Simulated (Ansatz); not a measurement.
# Ba (fcc type): how the settings move a single-point run

How sensitive is a single-point run of Ba (fcc type) to its settings? A reference run comes first, then one run with altered input.

Computed with Ansatz 0.2.0 (reference: DFT, PBEsol, all-electron LAPW, scalar-relativistic, unless a step's input says otherwise).

## 1. The structure to begin with

It takes space group Fm-3m (No. 225, cubic). Conventional cell: a = 4.722 Å, b = 4.722 Å, c = 4.722 Å, α = 90.00°, β = 90.00°, γ = 90.00°. Ba (site symmetry m-3m) is surrounded by 12 Ba at 3.34 Å.

As a file:

```
CELL_PARAMETERS angstrom
0.00000 2.36116 2.36116
2.36116 0.00000 2.36116
2.36116 2.36116 0.00000
ATOMIC_POSITIONS crystal
Ba 0.00000 0.00000 0.00000
```

## 2. The reference run

Input file input.yaml:

```yaml
crystal:
  lattice:
    - [0.0, 2.3611580357, 2.3611580357]
    - [2.3611580357, 0.0, 2.3611580357]
    - [2.3611580357, 2.3611580357, 0.0]
  atoms:
    - { symbol: Ba, position: [0.0, 0.0, 0.0] }
kpoints:
  mp_grid: { grid: [12, 12, 12] }
scf:
  occupations: { method: fermi_dirac, width: 0.08 }
hamiltonian:
  xc: pbesol
  pseudopotentials: { kind: all_electron, lapw: { basis_error: 0.001 } }
output:
  forces: true
  stress: true
  eigenvalues: true
  populations: true
```

Launch:

```bash
> ansatz run input.yaml --threads 1 --pin off --max-ram 2048MiB --backend cpu --events-out ev --progress --plain --runs-dir out
```

## 3. Variant: occupations.width 0.2

Changes to input.yaml since step 2:

```diff
@@ -10,3 +10,3 @@
 scf:
-  occupations: { method: fermi_dirac, width: 0.08 }
+  occupations: { method: fermi_dirac, width: 0.2 }
 hamiltonian:
```

**Question.** What will these runs give? Wanted: for each run, ending; energy change; pressure; gap; force.

The runs gave:

| run | ending | energy change | pressure (GPa) | gap (eV) | force (eV/Å) | cycles | time |
| --- | --- | --- | --- | --- | --- | --- | --- |
| reference | converged | 0 | 17.6 | 0.00 | 0.00 | 7 | 6.2 s |
| 1: occupations.width 0.2 | converged | -1.3 meV/atom (σ→0) | 18.1 | 0.00 | 0.00 | 7 | 6.1 s |

Residual by cycle in the longest SCF loop of each run; runs are numbered as in the table. The quantity is the density residual dr2, in eV.

| cycle | reference | run 1 |
| --- | --- | --- |
| 1 | 0.00574 | 0.00551 |
| 2 | 6.9e-4 | 7.2e-4 |
| 3 | 2.0e-4 | 2.2e-4 |
| 4 | 6.2e-5 | 7.1e-5 |
| 5 | 6.6e-6 | 6.6e-6 |
| 6 | 2.9e-7 | 2.4e-7 |
| 7 | 4.3e-8 | 4.0e-8 |

What this shows: Changing the smearing moves the energy by -1.3 meV/atom (σ→0 values), and the pressure goes from 17.6 to 18.1 GPa. The structure is not at rest: the sound run finds 18 GPa, so these are no properties of the relaxed crystal. 
